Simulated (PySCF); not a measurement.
# The bond of AlBi+, level by level

What are the lowest state that PBE0 finds, the bond length, vibrational wavenumber and bond energy of AlBi+, and how much do these hang on the method?

The runs use PySCF 2.14.0; Al cc-pV(D+d)Z, Bi cc-pVDZ-PP with ECP60, scalar-relativistic core potentials.

### 1 Set-up

Settings of the job:

```
atoms                         : Al, Bi
charge                        : 1
basis                         : Al cc-pV(D+d)Z, Bi cc-pVDZ-PP with ECP60
Hamiltonian                   : scalar-relativistic core potentials
basis functions               : 46
electrons treated             : 35
masses in u                   : 26.9815, 208.9804
levels                        : PBE0, PBE, r²SCAN, M06-L, BP86, revPBE, HF, MP2, SCS-MP2, CCSD, CCSD(T)
grid                          : 80 radial by 434 angular points
occupations                   : held fixed by the projection of orbital angular momentum
dissociation limit            : Al+ + Bi, each in its ground configuration
starting distance in angstrom : 2.755
values of 2S to try           : 1, 3
```

The run is started by

```
> OMP_NUM_THREADS=1 python dia.py task.json out
```

After this run come: The PBE0 curve of the state that the search chose; Other states along the same grid; PBE; r²SCAN; M06-L; BP86; revPBE (GGA); UHF; MP2 and coupled cluster.

**Question.** What will these runs give? Wanted: for each run, Re; ωe; De; μ.

As calculated:

Lowest PBE0 solution found, without spin–orbit coupling: ⁴Σ⁻ (quartet), unpaired electrons σ ↑, π ↑↑. State 2 has its PBE0 minimum 0.38 eV higher, as a spin-mixed determinant (⟨S²⟩ = 1.76), so this is no gap between pure states. State 3 has its PBE0 minimum 0.49 eV higher, as a spin-mixed determinant (⟨S²⟩ = 1.76), so this is no gap between pure states. State 4 has its PBE0 minimum 1.01 eV higher. The other levels ran on the lowest alone.

```tsv
level	Re (Å)	ωe (cm⁻¹)	De (eV)	μ (D)
UHF	3.179	110.3	0.362	-8.63
UHF-MP2	3.024	132.6	0.53	n/a
UHF-SCS-MP2	3.073	122.9	0.469	n/a
UHF-CCSD	3.050	135.1	0.54	n/a
UHF-CCSD(T)	3.018	142.3	0.59	n/a
PBE	2.875	182.2	1.14	-6.18
revPBE	2.903	173.0	1.05	-6.26
BP86	2.889	176.4	1.07	-6.34
r²SCAN	2.861	185.2	1.06	-6.47
M06-L	2.850	189.5	1.18	-5.93
PBE0	2.877	177.3	0.99	-6.51
```

De is counted to Al+ + Bi in their ground configurations. A positive dipole points from Al to Bi; in an ion it is taken about the centre of mass and does not tell which atom is negative.

**Reading.** The methods spread over 0.329 Å in bond length, from M06-L to UHF. CCSD(T) can't serve as the judge here: for a weak bond in this basis it is far from its limit. Among the levels with a De in the table, it runs from 0.362 eV (UHF) to 1.18 eV (M06-L).

Correlated steps freeze 9 core orbitals. Spin–orbit coupling is left out, which matters for elements this heavy, above all for dissociation energies. With spin–orbit coupling the term label itself may not hold.
